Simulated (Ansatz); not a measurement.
# GeCl5: the cost of one run

Method: DFT PBE, scalar-relativistic, plane waves, PAW, in Ansatz 0.2.0.

3 further runs of the same task are left out: 2 that didn't finish, 1 set aside as unsound or not needed.

### Step 1. The starting structure

It takes space group P4/mmm (No. 123, tetragonal). Conventional cell: a = 4.591 Å, b = 4.591 Å, c = 7.694 Å, α = 90.00°, β = 90.00°, γ = 90.00°. Around Ge (site symmetry 4/mmm) lie 8 Cl at 3.09 Å. Cl (site symmetry 2mm) is surrounded by 6 Cl at 2.91 to 3.25 Å and 2 Ge at 3.09 Å. Cl (site symmetry 4/mmm) has 8 Cl at 2.91 Å in its first shell of neighbours.

Structure file:

```
CELL_PARAMETERS angstrom
4.59070 0.00000 0.00000
0.00000 4.59070 0.00000
0.00000 0.00000 7.69372
ATOMIC_POSITIONS crystal
Ge 0.50000 0.50000 0.00000
Cl 0.00000 0.50000 0.26817
Cl 0.50000 0.00000 0.26817
Cl 0.00000 0.50000 0.73183
Cl 0.50000 0.00000 0.73183
Cl 0.00000 0.00000 0.50000
```

The cell is invented: random cell by space group and Wyckoff sites (P4/mmm, No. 123). The dimensions are guesses.

### Step 2. A first look at the guess

Contents of input.yaml:

```yaml
crystal:
  lattice:
    - [4.5906959, 0.0, 0.0]
    - [0.0, 4.5906959, 0.0]
    - [0.0, 0.0, 7.69371744]
  atoms:
    - { symbol: Ge, position: [0.5, 0.5, 0.0] }
    - { symbol: Cl, position: [0.0, 0.5, 0.26816781] }
    - { symbol: Cl, position: [0.5, 0.0, 0.26816781] }
    - { symbol: Cl, position: [0.0, 0.5, 0.73183219] }
    - { symbol: Cl, position: [0.5, 0.0, 0.73183219] }
    - { symbol: Cl, position: [0.0, 0.0, 0.5] }
basis:
  ecutwfc: 420
kpoints:
  mp_grid: { grid: [4, 4, 2] }
hamiltonian:
  xc: pbe
scf:
  occupations: { method: gaussian, width: 0.1 }
  lower_state_search: "off"
output:
  forces: true
  stress: true
  eigenvalues: true
```

Command:

```sh
ansatz run input.yaml --threads 1 --pin off --max-ram 2560MiB --backend cpu --events-out ev --progress --plain --runs-dir out
```

**Question.** How long does this run take on 1 thread of Intel Xeon at 2.50GHz (Skylake/Cascade Lake), shared host, and how much memory does it need?

About 8.7 s, with a peak of 0.41 GiB.
